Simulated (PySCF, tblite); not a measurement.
# C₇H₁₁FOP+: geometry, infrared bands and NMR shifts

Aim: predict the infrared bands and NMR shifts of C₇H₁₁FOP+ (`COC1=C(F)[P+](C)(C)C=C1`).

Computed with tblite 0.8.0 and PySCF 2.14.0, with density-fitted response routines of our own, on a single molecule in the gas phase. Atoms count from 0, in the outputs and in this text.

## 1. The molecule as given

21 atoms, charge 1, multiplicity 1; geometry from: force field or distance geometry start.

Bonds of the start (Å): C0–O1 1.44, O1–C2 1.35, C2–C3 1.34, C3–F4 1.36, C3–P5 1.73, P5–C6 1.74, P5–C7 1.74, P5–C8 1.74, C8–C9 1.34, C9–C2 1.46, C0–H10 1.08, C0–H11 1.10, C0–H12 1.09, C6–H13 1.10, C6–H14 1.10, C6–H15 1.09, C7–H16 1.09, C7–H17 1.10, C7–H18 1.10, C8–H19 1.08, C9–H20 1.09.

## 2. Optimising the geometry with GFN2-xTB

Job settings and geometry (Å):

```
{"job": {"kind": "relax", "xc": "GFN2-xTB", "basis": "xTB"}, "charge": 1, "multiplicity": 1}
C      2.770200     1.069500     1.730400
O      2.315100     1.364900     0.400200
C      1.161200     0.768000     0.032800
C      0.312800    -0.046900     0.677700
F      0.497200    -0.483500     1.953900
P     -1.035600    -0.494700    -0.302800
C     -2.531900     0.136000     0.328800
C     -1.021500    -2.194100    -0.674500
C     -0.454500     0.452800    -1.639700
C      0.695100     1.063900    -1.316400
H      3.698600     1.606100     1.893700
H      2.035200     1.424400     2.475000
H      2.953600     0.003800     1.865200
H     -2.803700    -0.373500     1.260300
H     -2.474100     1.213400     0.545900
H     -3.354100    -0.017000    -0.365000
H     -0.060900    -2.524200    -1.071500
H     -1.243500    -2.804200     0.210800
H     -1.791100    -2.433500    -1.420300
H     -0.933700     0.566300    -2.598600
H      1.256800     1.719400    -1.975800
```

Started as:

```bash
$ OMP_NUM_THREADS=1 python probes_run.py task.json out
```

One launch serves the whole session: the jobs run in the order shown.

**Question.** This job is followed by: GFN2-xTB harmonic vibrations, gas phase; GIAO PBE0/pcSseg-1 NMR shielding, non-relativistic, gas phase. Predict these results of the whole session: strongest single infrared mode (GFN2-xTB); zero-point energy (GFN2-xTB); ¹³C shifts against TMS (PBE0/pcSseg-1, means over atoms taken as alike); ¹H shifts against TMS (PBE0/pcSseg-1, means over atoms taken as alike); ¹⁷O shifts against H2O (PBE0/pcSseg-1); ¹⁹F shifts against CFCl3 (PBE0/pcSseg-1); ³¹P shifts against H3PO4 (PBE0/pcSseg-1).

The runs gave:

| quantity | value |
| --- | --- |
| strongest single infrared mode (GFN2-xTB) | 1642 cm⁻¹, 339 km/mol |
| zero-point energy (GFN2-xTB) | 100.9 kcal/mol |
| ¹³C shifts against TMS (PBE0/pcSseg-1, means over atoms taken as alike) | 162.8, 159.1, 138.3, 116.8, 62.3, 10.4 ppm |
| ¹H shifts against TMS (PBE0/pcSseg-1, means over atoms taken as alike) | 7.52, 6.25, 4.58, 2.37 ppm |
| ¹⁷O shifts against H2O (PBE0/pcSseg-1) | 155.2 ppm |
| ¹⁹F shifts against CFCl3 (PBE0/pcSseg-1) | -203.3 ppm |
| ³¹P shifts against H3PO4 (PBE0/pcSseg-1) | 12.6 ppm |

**Reading.** Over 40 steps the energy fell by 0.352 eV; of the close pairs, P5–C7 changed most, 1.740 to 1.808 Å. No mode is imaginary among the 57: a minimum at this level. The strongest single mode, at 1642 cm⁻¹, moves mainly C2 and C3. Unscaled tight-binding wavenumbers are off by several per cent, some by more. Its intensities can rank the bands wrongly. At PBE0/pcSseg-1: The widest tensor belongs to O1: span 289 ppm, with a paramagnetic part of -213 ppm.
